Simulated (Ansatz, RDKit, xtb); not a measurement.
**C5H8O2S: which of the isomers drawn lies lowest?**

A sample of isomers of C5H8O2S is drawn. Aim: find which of them has the lowest free energy at 298.15 K, then its properties. The sample is small against all isomers, and the most stable one of this formula need not be in it.

Plan: many cheap relaxations first (GFN2-xTB), then density-functional screening, relaxation at r2SCAN-D4/def2-SVP, vibrations (at GFN2-xTB) and a final energy. The numbers are computed, not measured.

## (1) Drawing up candidates

Isomers were taken from a list of plausible structures; this is a sample, not all of them. That gives 5 candidates.

| label | SMILES | spin |
| --- | --- | --- |
| c177 | CC(=O)/C(S)=C(/C)O | singlet |
| c234 | CC(=O)C(=S)[C@@H](C)O | singlet |
| c398 | CC(=O)C(S)C(C)=O | singlet |
| c855 | C=C(O)C(=S)[C@@H](C)O | singlet |
| c905 | CC(=O)/C(S)=C(\C)O | singlet |

Candidates are built by distance geometry, with a force field where one applies, in up to four conformers (letters a to d).

**Question.** With final energies at CCSD(T)/def2-SVP + MP2/def2-TZVPP - MP2/def2-SVP, which structure will this search put lowest in free energy, and by what margin?

| quantity | value |
| --- | --- |
| lowest structure found | CC(=O)C(S)C(C)=O, singlet |
| next finalist | CC(=O)/C(S)=C(\C)O, singlet, 6.7 kcal/mol higher in G |
| share at equilibrium, among the finalists | 100.0 % |

The lowest structure found is `CC(=O)C(S)C(C)=O`. The margin of 6.7 kcal/mol over the next finalist is beyond the usual error of the last level; it says nothing of structures that weren't ranked. With 4 minima in the window unscreened, the next finalist need not be the second lowest, and margin and share hold for the finalists alone. GFN2-xTB, HF/STO-3G, r2SCAN-D4/def2-SVP, r2SCAN-D4/def2-SVP, relaxed, HF/def2-SVP and MP2/def2-SVP already put its bonding pattern lowest among the structures in one piece. 4 minima inside the window were never screened. Lowest found is not proven lowest: the search is finite, and each finalist counts with one conformer. Only 5 drawn patterns were tried, so whole families of isomers are missing, and the result ranks only the part of this sample that was screened.
